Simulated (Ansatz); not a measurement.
# C10H10ClFZr: small, medium and large basis sets

The task here is to estimate one member of a computed series from the others.

The runs use Ansatz 0.2.0, Gaussian basis; one geometry, several basis sets.

The runs, in order: PBE0-D4/def2-SVP; ωB97M-V/def2-SVP; PBE0-D4/def2-QZVPP; ωB97M-V/def2-QZVPP; the functionals' def2-TZVPP values are taken from earlier runs.

1 further run of the same task is left out (for a known fault of the program).

## Structure used throughout

The geometry comes from an earlier relaxation with PBE0-D4 in a triple-zeta def2 set; it is a stationary point, not always the lowest conformer. Zr takes the def2 core potential; no spin-orbit term is included.

SMILES `[F][Zr]12345678([Cl])([C@H]9[C@@H]1[C@@H]2[C@@H]3[C@H]94)[C@H]1[C@@H]5[C@@H]6[C@@H]7[C@H]18`, 23 atoms, charge 0, spin multiplicity 1.

Atoms are counted from 1 here; the program's logs count them from 0.

Bond lengths: F1–Zr2 1.936 Å, Zr2–Cl3 2.423 Å, Zr2–C4 2.540 Å, Zr2–C5 2.502 Å, Zr2–C6 2.519 Å, Zr2–C7 2.530 Å, Zr2–C8 2.537 Å, Zr2–C9 2.508 Å, Zr2–C10 2.527 Å, Zr2–C11 2.534 Å, Zr2–C12 2.542 Å, Zr2–C13 2.516 Å, C4–C5 1.410 Å, C4–C8 1.403 Å, C4–H14 1.079 Å, C5–C6 1.418 Å, C5–H15 1.080 Å, C6–C7 1.404 Å and more. Angles: F1–Zr2–Cl3 101.2°, F1–Zr2–C4 77.3°, F1–Zr2–C5 94.7°, F1–Zr2–C6 127.0°, F1–Zr2–C7 127.6°, F1–Zr2–C8 95.7°, F1–Zr2–C9 106.6°, F1–Zr2–C10 79.2°, F1–Zr2–C11 84.9°, F1–Zr2–C12 116.4°, F1–Zr2–C13 132.9°, Cl3–Zr2–C4 111.3°, Cl3–Zr2–C5 134.5°, Cl3–Zr2–C6 113.4°, Cl3–Zr2–C7 83.3°, Cl3–Zr2–C8 82.2°, Cl3–Zr2–C9 132.1°, Cl3–Zr2–C10 124.1° and more.

Geometry (Å):

```xyz
23
C10H10ClFZr
F     0.63181   -0.32174   -2.33233
Zr    0.30610   -0.46266   -0.42913
Cl    1.22806   -2.65223    0.04658
C    -2.02938   -0.63648   -1.41176
C    -2.00958    0.47781   -0.54763
C    -1.85731   -0.00382    0.77723
C    -1.74336   -1.40173    0.71920
C    -1.84391   -1.79270   -0.63904
C     0.76351    1.80144    0.54747
C     1.67245    1.66080   -0.51755
C     2.57809    0.63228   -0.18712
C     2.24444    0.15315    1.09608
C     1.11721    0.86239    1.54954
H    -2.08833   -0.59789   -2.48862
H    -2.12298    1.51101   -0.84140
H    -1.83174    0.59947    1.67176
H    -1.58018   -2.06507    1.55526
H    -1.75562   -2.80162   -1.01160
H    -0.04934    2.51005    0.59916
H     1.64531    2.20199   -1.45140
H     3.36589    0.25299   -0.82066
H     2.73687   -0.65280    1.61665
H     0.62200    0.72535    2.49929
```

Set-up of the first run:

The input, in.yaml:

```yaml
crystal:
  periodic: [false, false, false]
  atoms:
    - {symbol: F, position_ang: [0.631807, -0.321737, -2.332331]}
    - {symbol: Zr, position_ang: [0.306100, -0.462664, -0.429128]}
    - {symbol: Cl, position_ang: [1.228063, -2.652226, 0.046584]}
    - {symbol: C, position_ang: [-2.029382, -0.636479, -1.411757]}
    - {symbol: C, position_ang: [-2.009585, 0.477809, -0.547629]}
    - {symbol: C, position_ang: [-1.857311, -0.003819, 0.777232]}
    - {symbol: C, position_ang: [-1.743358, -1.401733, 0.719198]}
    - {symbol: C, position_ang: [-1.843911, -1.792699, -0.639045]}
    - {symbol: C, position_ang: [0.763513, 1.801441, 0.547471]}
    - {symbol: C, position_ang: [1.672449, 1.660804, -0.517554]}
    - {symbol: C, position_ang: [2.578095, 0.632283, -0.187121]}
    - {symbol: C, position_ang: [2.244438, 0.153146, 1.096085]}
    - {symbol: C, position_ang: [1.117210, 0.862393, 1.549545]}
    - {symbol: H, position_ang: [-2.088327, -0.597890, -2.488616]}
    - {symbol: H, position_ang: [-2.122984, 1.511012, -0.841405]}
    - {symbol: H, position_ang: [-1.831741, 0.599466, 1.671760]}
    - {symbol: H, position_ang: [-1.580183, -2.065072, 1.555257]}
    - {symbol: H, position_ang: [-1.755623, -2.801621, -1.011598]}
    - {symbol: H, position_ang: [-0.049341, 2.510054, 0.599160]}
    - {symbol: H, position_ang: [1.645308, 2.201986, -1.451397]}
    - {symbol: H, position_ang: [3.365887, 0.252992, -0.820662]}
    - {symbol: H, position_ang: [2.736873, -0.652803, 1.616650]}
    - {symbol: H, position_ang: [0.622002, 0.725346, 2.499292]}
basis:
  gaussian: {orbitals: def2-SVP}
hamiltonian: {xc: pbe0, dispersion: d4}
output: {orbitals: {seedname: orbitals}}
```

The run is started by

```sh
$ ansatz run in.yaml --threads 11 --pin off --events-out ev --progress --plain --max-ram 174080MiB --backend cpu
```

Steps of the session up to this table: PBE0-D4 in def2-SVP; ωB97M-V in def2-SVP; PBE0-D4 in def2-QZVPP; ωB97M-V in def2-QZVPP.

One table of the session follows, with a row left open; its other results are not shown here.

It belongs to the step «Density functionals: the series». 

| functional | basis | HOMO (eV) |
| --- | --- | --- |
| PBE0-D4 | def2-SVP | -7.00 |
| PBE0-D4 | def2-TZVPP | -6.96 |
| PBE0-D4 | def2-QZVPP | ? |
| ωB97M-V | def2-SVP | -9.02 |
| ωB97M-V | def2-TZVPP | -8.98 |
| ωB97M-V | def2-QZVPP | -8.99 |

Estimate the missing values for PBE0-D4, def2-QZVPP.

The run gave: HOMO (eV): -6.97. In the column «HOMO (eV)» it lies between PBE0-D4, def2-SVP (-7.00) and PBE0-D4, def2-TZVPP (-6.96).
